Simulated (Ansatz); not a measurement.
# Si: the cost of one run

Program: Ansatz 0.2.0. Level of theory: DFT PBE, plane waves, PAW, scalar-relativistic, collinear spin. These are calculated values, not measurements.

### 1 The system as given

The cell holds 63 atoms (Si63): a = 10.860 Å, b = 10.860 Å, c = 10.860 Å, α = 90.00°, β = 90.00°, γ = 90.00°.

Its coordinates follow in the input file.

### 2 Relaxing end A

File input.yaml:

```yaml
crystal:
  lattice:
    - [10.86, 0.0, 0.0]
    - [0.0, 10.86, 0.0]
    - [0.0, 0.0, 10.86]
  atoms:
    - { symbol: Si, position: [0.5018812, 0.0003294, 0.0021311] }
    - { symbol: Si, position: [0.6234808, 0.1259201, 0.1232275], spin: 1.0 }
    - { symbol: Si, position: [0.7510595, 0.2500293, 0.0001229] }
    - { symbol: Si, position: [0.8722458, 0.3705225, 0.1252867] }
    - { symbol: Si, position: [0.8776124, 0.1256342, 0.3724995] }
    - { symbol: Si, position: [0.0025379, -0.0028289, 0.0006976] }
    - { symbol: Si, position: [0.1293057, 0.1289057, 0.1243589] }
    - { symbol: Si, position: [0.2472165, 0.2458368, -0.0008527] }
    - { symbol: Si, position: [0.3696798, 0.3712249, 0.1228526] }
    - { symbol: Si, position: [0.5021077, 0.5003675, 0.0002541] }
    - { symbol: Si, position: [0.6233679, 0.6217878, 0.1243728] }
    - { symbol: Si, position: [0.7473242, 0.7463429, -0.00068] }
    - { symbol: Si, position: [0.875359, 0.8730815, 0.1224386] }
    - { symbol: Si, position: [0.2476978, 0.0017104, 0.2481497] }
    - { symbol: Si, position: [0.3776698, 0.1238866, 0.3739677] }
    - { symbol: Si, position: [0.4995474, 0.2483929, 0.2498765] }
    - { symbol: Si, position: [0.6248689, 0.3689455, 0.3728602] }
    - { symbol: Si, position: [0.7525024, 0.4981404, 0.2504312] }
    - { symbol: Si, position: [0.8778794, 0.6242531, 0.3712103] }
    - { symbol: Si, position: [0.503508, -0.0006671, 0.4978461] }
    - { symbol: Si, position: [0.6263077, 0.1241854, 0.623286] }
    - { symbol: Si, position: [0.7485263, 0.2455391, 0.5029263] }
    - { symbol: Si, position: [0.8764838, 0.3757064, 0.6237498] }
    - { symbol: Si, position: [0.7519936, 0.0046215, 0.7467084] }
    - { symbol: Si, position: [0.8740176, 0.1266882, 0.8732611] }
    - { symbol: Si, position: [-0.0002885, 0.498445, -0.0005503] }
    - { symbol: Si, position: [0.1266289, 0.6223113, 0.125816] }
    - { symbol: Si, position: [0.251298, 0.7482085, -0.0026161] }
    - { symbol: Si, position: [0.3737577, 0.872057, 0.1226967] }
    - { symbol: Si, position: [0.0029932, 0.2494307, 0.249596] }
    - { symbol: Si, position: [0.1282395, 0.3729293, 0.3734517] }
    - { symbol: Si, position: [0.2465207, 0.5027683, 0.2509357] }
    - { symbol: Si, position: [0.3734574, 0.6241227, 0.3743651] }
    - { symbol: Si, position: [0.4976151, 0.7535917, 0.2457939] }
    - { symbol: Si, position: [0.6283614, 0.8740209, 0.3739961] }
    - { symbol: Si, position: [0.0007607, -0.0026757, 0.4998617] }
    - { symbol: Si, position: [0.1276408, 0.1257487, 0.6219626] }
    - { symbol: Si, position: [0.2459865, 0.2491875, 0.501347] }
    - { symbol: Si, position: [0.3714539, 0.3725588, 0.6250603] }
    - { symbol: Si, position: [0.4967623, 0.4935582, 0.4981626] }
    - { symbol: Si, position: [0.6218843, 0.6222521, 0.6227231] }
    - { symbol: Si, position: [0.752437, 0.7470083, 0.4944914] }
    - { symbol: Si, position: [0.8751397, 0.8720076, 0.6262121] }
    - { symbol: Si, position: [0.2455423, 0.0066798, 0.7474914] }
    - { symbol: Si, position: [0.3748037, 0.126655, 0.8715636] }
    - { symbol: Si, position: [0.4995308, 0.25217, 0.748981] }
    - { symbol: Si, position: [0.6241225, 0.3756595, 0.8727624] }
    - { symbol: Si, position: [0.7419199, 0.5042833, 0.7525891] }
    - { symbol: Si, position: [0.8785043, 0.6231116, 0.8740767] }
    - { symbol: Si, position: [-0.000641, 0.7528219, 0.2503696] }
    - { symbol: Si, position: [0.1210822, 0.8756852, 0.3683481] }
    - { symbol: Si, position: [-0.0013292, 0.4982254, 0.5057052] }
    - { symbol: Si, position: [0.1274891, 0.6295082, 0.6255594] }
    - { symbol: Si, position: [0.2457664, 0.7516917, 0.4990124] }
    - { symbol: Si, position: [0.3759901, 0.8706823, 0.6293758] }
    - { symbol: Si, position: [3.23e-05, 0.2515476, 0.7544423] }
    - { symbol: Si, position: [0.1261391, 0.3746436, 0.8798936] }
    - { symbol: Si, position: [0.2518699, 0.4990181, 0.7494777] }
    - { symbol: Si, position: [0.3722228, 0.6212916, 0.875002] }
    - { symbol: Si, position: [0.4997886, 0.7484256, 0.7472151] }
    - { symbol: Si, position: [0.6238492, 0.8800417, 0.8760912] }
    - { symbol: Si, position: [-0.0030954, 0.7467099, 0.7473532] }
    - { symbol: Si, position: [0.1293095, 0.8746369, 0.8749803] }
magnetization:
  spin_polarized: true
total_charge: -1
basis:
  ecutwfc: 420.0
kpoints:
  mp_grid: { grid: [1, 1, 1] }
hamiltonian:
  xc: pbe
  pseudopotentials: { kind: paw, azcp: { folder: soft_1 } }
scf:
  occupations: { method: gaussian, width: 0.02 }
  lower_state_search: "off"
relax:
  f_tol: 0.03
  max_steps: 60
  adjacent_minimum: "off"
output:
  write_density: true
  write_potential: true
  elf: true
  volumetric_format: npy
```

Run with:

```console
$ ansatz run input.yaml --threads 4 --pin off --max-ram 10240MiB --backend cpu --events-out ev --progress --plain --runs-dir out
```

What time and memory should one allow on 4 threads of Arm Neoverse V1, shared host?

About 80 s, with a peak of 1.6 GiB.
